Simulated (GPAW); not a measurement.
# NbRu3C (Pm-3m) in GPAW: tuning use of symmetry

Aim: find the choice of use of symmetry that runs NbRu3C fastest, at PBEsol. This setting moves, with any that are tied to it; all else stays.

All numbers are computed with GPAW 26.7.0; they aren't measurements. Logs are shortened: lines on timing, memory, paths and dates and some standing lists are left out, and cuts for length are marked. The log counts tension as positive stress, the text compression.

## 1. The structure

The structure is cubic, space group Pm-3m (No. 221). Conventional cell: a = 4.065 Å, b = 4.065 Å, c = 4.065 Å, α = 90.00°, β = 90.00°, γ = 90.00°. Around Ru (site symmetry 4/mmm) lie 2 C at 2.03 Å. Around Nb (site symmetry m-3m) lie 12 Ru at 2.87 Å. C (site symmetry m-3m) has 6 Ru at 2.03 Å as nearest neighbours.

The cell comes from a database or a generator and needn't be the stable form of this composition.

## 2. With use of symmetry default

Input file run.py:

```python
from ase.dft.bandgap import bandgap
from ase.io import read, write
from ase.units import GPa
from gpaw import GPAW, PW, setup_paths

setup_paths.insert(0, '.')

atoms = read('POSCAR')

calc = GPAW(mode=PW(800),
            xc='PBEsol',
            kpts={'size': (5, 5, 5), 'gamma': True},
            occupations={'name': 'fermi-dirac', 'width': 0.05},
            nbands=56,
            convergence={'density': 1e-05, 'energy': 1e-05},
            maxiter=100,
            txt='gpaw.txt')
atoms.calc = calc
energy = atoms.get_potential_energy()
forces = atoms.get_forces()
stress = atoms.get_stress()
calc.write('gs.gpw')
write('result.traj', atoms)
print(f'Energy: {energy:.6f} eV')
print('Forces (eV/A):')
print(forces.round(4))
print('Stress (GPa):', (stress / GPa).round(3))
print('Fermi level:', round(calc.get_fermi_level(), 4), 'eV')
print(f'Gap: {bandgap(calc)[0]:.4f} eV, direct: {bandgap(calc, direct=True)[0]:.4f} eV')
```

Input file POSCAR:

```
NbRu3C
1.0
    4.0651380000      0.0000000000      0.0000000000
    0.0000000000      4.0651380000      0.0000000000
    0.0000000000      0.0000000000      4.0651380000
Ru Nb C
3 1 1
Direct
    0.5000000000      0.5000000000      0.0000000000
    0.5000000000      0.0000000000      0.5000000000
    0.0000000000      0.5000000000      0.5000000000
    0.0000000000      0.0000000000      0.0000000000
    0.5000000000      0.5000000000      0.5000000000
```

Potentials or basis: PAW data sets generated in the run's folder for this functional, pw.

Launch:

```
gpaw-setup -f PBEsol C Nb Ru
OMP_NUM_THREADS=1 python run.py
```

It took 79 s on 1 thread of Arm Neoverse N1, host not shared; peak memory 0.23 GiB.

Results (log left out):

| Quantity | Value |
| --- | --- |
| Free energy | -52.1056 eV |
| Pressure | -11.8 GPa |
| Band gap on the k mesh | none (metal or under the smearing width) |

## 3. With use of symmetry off

Changes to run.py since step 2:

```diff
@@ -15,2 +15,3 @@
             convergence={'density': 1e-05, 'energy': 1e-05},
+            symmetry='off',
             maxiter=100,
```

POSCAR is that of step 2.

Potentials or basis: PAW data sets generated in the run's folder for this functional, pw.

Launch:

```
gpaw-setup -f PBEsol C Nb Ru
OMP_NUM_THREADS=1 python run.py
```

It took 15 min on 1 thread of Arm Neoverse N1, host not shared.

The run was cut off at its time limit.

## 4. With use of symmetry point_group=False

Changes to run.py since step 3:

```diff
@@ -15,3 +15,3 @@
             convergence={'density': 1e-05, 'energy': 1e-05},
-            symmetry='off',
+            symmetry={'point_group': False},
             maxiter=100,
```

POSCAR is that of step 3.

Launch:

```
gpaw-setup -f PBEsol C Nb Ru
OMP_NUM_THREADS=1 python run.py
```

It took 8.6 min on 1 thread of Arm Neoverse N1, host not shared; peak memory 0.43 GiB.

Results (log left out):

- Free energy: -52.1056 eV
- Pressure: -11.8 GPa
- Band gap on the k mesh: none (metal or under the smearing width)

## 5. With use of symmetry symmorphic=False

Changes to run.py since step 4:

```diff
@@ -15,3 +15,3 @@
             convergence={'density': 1e-05, 'energy': 1e-05},
-            symmetry={'point_group': False},
+            symmetry={'symmorphic': False},
             maxiter=100,
```

POSCAR is that of step 4.

Launch:

```
gpaw-setup -f PBEsol C Nb Ru
OMP_NUM_THREADS=1 python run.py
```

Wall time 80 s (1 thread of Arm Neoverse N1, host not shared); peak memory 0.23 GiB.

The run converged. Its results:

| Property | Result |
| --- | --- |
| Free energy | -52.1056 eV |
| Pressure | -11.8 GPa |
| Band gap on the k mesh | none (metal or under the smearing width) |

## 6. With use of symmetry time_reversal=False

Changes to run.py since step 5:

```diff
@@ -15,3 +15,3 @@
             convergence={'density': 1e-05, 'energy': 1e-05},
-            symmetry={'symmorphic': False},
+            symmetry={'time_reversal': False},
             maxiter=100,
```

POSCAR is that of step 5.

Potentials or basis: PAW data sets generated in the run's folder for this functional, pw.

Launch:

```
gpaw-setup -f PBEsol C Nb Ru
OMP_NUM_THREADS=1 python run.py
```

gpaw.txt:

```text
__  _  _
 | _ |_)|_||  |
 |__||  | ||/\| - 26.7.0

Input parameters:
  mode=PW(ecut=800.0),
  convergence={'density': 1e-05, 'energy': 1e-05},
  kpts=MonkhorstPack(size=(5, 5, 5), gamma=True),
  maxiter=100,
  nbands=56,
  occupations=Occupations(name='fermi-dirac', width=0.05),
  symmetry=Symmetry(time_reversal=False),
  xc=XC(name='PBEsol')

Diagonalizing LCAO Hamiltonian
Converting LCAO to pw mode
   .---------.
  /|         |
 * |         |
 | |         |
 |Ru   C     |
 | .--Ru-----.
 |/    Ru   /
 Nb--------*

Atoms  # Å, Bohr magnetons
|   | symbol |        x |        y |        z |    initial magnetic moments |
|---|--------|----------|----------|----------|-----------------------------|
| 0 |     Ru | 2.032569 | 2.032569 | 0.000000 | ( 0.0000,  0.0000,  0.0000) |
| 1 |     Ru | 2.032569 | 0.000000 | 2.032569 | ( 0.0000,  0.0000,  0.0000) |
| 2 |     Ru | 0.000000 | 2.032569 | 2.032569 | ( 0.0000,  0.0000,  0.0000) |
| 3 |     Nb | 0.000000 | 0.000000 | 0.000000 | ( 0.0000,  0.0000,  0.0000) |
| 4 |      C | 2.032569 | 2.032569 | 2.032569 | ( 0.0000,  0.0000,  0.0000) |

Unit cell  # Å
| periodic |        x |        y |        z |  lengths |    angles |
|----------|----------|----------|----------|----------|-----------|
|      yes | 4.065138 | 0.000000 | 0.000000 | 4.065138 | 90.000000 |
|      yes | 0.000000 | 4.065138 | 0.000000 | 4.065138 | 90.000000 |
|      yes | 0.000000 | 0.000000 | 4.065138 | 4.065138 | 90.000000 |

Number of symmetries: 48
Symmetry operations  # r_c * U_cc + t_c -> r_c
|    | kind |            matrix            |
|----|------|------------------------------|
|  0 |  E   |  1, 0, 0,  0, 1, 0,  0, 0, 1 |
|  1 |  σ   |  1, 0, 0,  0, 1, 0,  0, 0,-1 |
|  2 |  σ   |  1, 0, 0,  0, 0, 1,  0, 1, 0 |
|  3 |  C4  |  1, 0, 0,  0, 0, 1,  0,-1, 0 |
|  4 |  C4  |  1, 0, 0,  0, 0,-1,  0, 1, 0 |
|  5 |  σ   |  1, 0, 0,  0, 0,-1,  0,-1, 0 |
|  6 |  σ   |  1, 0, 0,  0,-1, 0,  0, 0, 1 |
|  7 |  C2  |  1, 0, 0,  0,-1, 0,  0, 0,-1 |
|  8 |  σ   |  0, 1, 0,  1, 0, 0,  0, 0, 1 |
|  9 |  C2  |  0, 1, 0,  1, 0, 0,  0, 0,-1 |
| 10 |  C3  |  0, 1, 0,  0, 0, 1,  1, 0, 0 |
[... 175 lines left out ...]

occupation numbers:
  Fermi-Dirac:
    width: 0.0500  # eV

poisson solver:
  ecut: 6400.0  # eV

xc functional:
  name: PBEsol with 2 nearest neighbor stencil

convergence criteria:
- Maximum integral of absolute [dens]ity change: 1e-05 electrons / valence electron
- Maximum [total energy] change in last 3 cyles: 1e-05 eV / valence electron
- Maximum integral of absolute [eigenst]ate change: 4e-08 eV^2 / valence electron
maximum number of iterations: 100

SCF iterations
|iter     | |      energy | eigst |  dens |
|---------|-|-------------|-------|-------|
|iter:   1| |  -57.229068 | +0.36 |       |
|iter:   2| |  -55.890878 | -1.74 | -1.00 |
|iter:   3| |  -52.409722 | -1.04 | -1.04 |
|iter:   4| |  -54.540735 | -1.66 | -1.49 |
|iter:   5| |  -52.152294 | -2.01 | -1.21 |
|iter:   6| |  -52.135853 | -2.85 | -1.85 |
|iter:   7| |  -52.091699 | -3.70 | -1.83 |
|iter:   8| |  -52.089814 | -4.29 | -2.46 |
|iter:   9| |  -52.089986 | -5.78 | -3.17 |
|iter:  10| |  -52.090008c| -7.05 | -4.04 |
|iter:  11| |  -52.090003c| -7.63c| -4.53 |
|iter:  12| |  -52.090004c| -8.37c| -5.32c|

Converged in 12 steps
Energy contributions relative to reference atoms: (reference = -474417.690201)

Energy contributions:
  Kinetic:         -14.591785
  Coulomb:          -3.325000
  Zero:             -0.776669
  External:          0.000000
  Xc:              -33.380957
  Entropy:          -0.031187
  Spinorbit:         0.000000
  ----------------------------
  Free energy:     -52.105597
  Extrapolated:    -52.090004

dipole moment: (-29.164210, -29.164210, -29.164210)  # |e|*Ang

Fermi level: 12.560
Eigenvalues  # (at kpt = [0.000, 0.000, 0.000])
| band index |      eig [eV] | occ [0-2] |
|------------|---------------|-----------|
|          0 |       -60.575 |     2.000 |
|        ... |               |           |
|         23 |         9.344 |     2.000 |
|         24 |         9.344 |     2.000 |
|         25 |         9.344 |     2.000 |
|         26 |        10.041 |     2.000 |
|         27 |        10.041 |     2.000 |
|         28 |        10.041 |     2.000 |
[... 8 lines left out ...]
|         37 |        15.496 |     0.000 |
|         38 |        15.496 |     0.000 |
|        ... |               |           |
|         55 |        34.898 |     0.000 |

No gap
No difference between direct/indirect transitions

Forces  # eV/Ang
|       x |        y |       z |
|---------|----------|---------|
| 0.00000 |  0.00000 | 0.00000 |  # Ru   0
| 0.00000 | -0.00000 | 0.00000 |  # Ru   1
| 0.00000 |  0.00000 | 0.00000 |  # Ru   2
| 0.00000 | -0.00000 | 0.00000 |  # Nb   3
| 0.00000 |  0.00000 | 0.00000 |  # C    4

Stress tensor  # eV/Ang^3
|        x |        y |        z |
|----------|----------|----------|
| 0.073812 | 0.000000 | 0.000000 |
| 0.000000 | 0.073812 | 0.000000 |
| 0.000000 | 0.000000 | 0.073812 |

# Writing to gs.gpw (mode='')
```

stdout:

```text
Energy: -52.090004 eV
Forces (eV/A):
[[ 0.  0.  0.]
 [ 0. -0.  0.]
 [ 0.  0.  0.]
 [ 0. -0.  0.]
 [ 0.  0.  0.]]
Stress (GPa): [11.826 11.826 11.826  0.     0.     0.   ]
Fermi level: 12.5602 eV
Gap: 0.0000 eV, direct: 0.0000 eV
```

It took 80 s on 1 thread of Arm Neoverse N1, host not shared; peak memory 0.23 GiB.

Results:

```
Free energy            : -52.1056 eV
Pressure               : -11.8 GPa
Band gap on the k mesh : none (metal or under the smearing width)
```

## 7. The series at a glance

| use of symmetry | energy less the last converged row (meV/atom) | SCF cycles | wall time (s) | peak memory (GiB) |
| --- | --- | --- | --- | --- |
| default | 0.00 | 12 | 79 | 0.23 |
| off | timed out after 910 s | - | - | - |
| point_group=False | 0.00 | 15 | 520 | 0.43 |
| symmorphic=False | 0.00 | 12 | 80 | 0.23 |
| time_reversal=False | 0.00 | 12 | 80 | 0.23 |

Fastest here: default (79 s), level within noise with symmorphic=False, time_reversal=False; slowest of those that converged: point_group=False (520 s). These are single runs, one after another on one machine, so differences under about a fifth mean little.
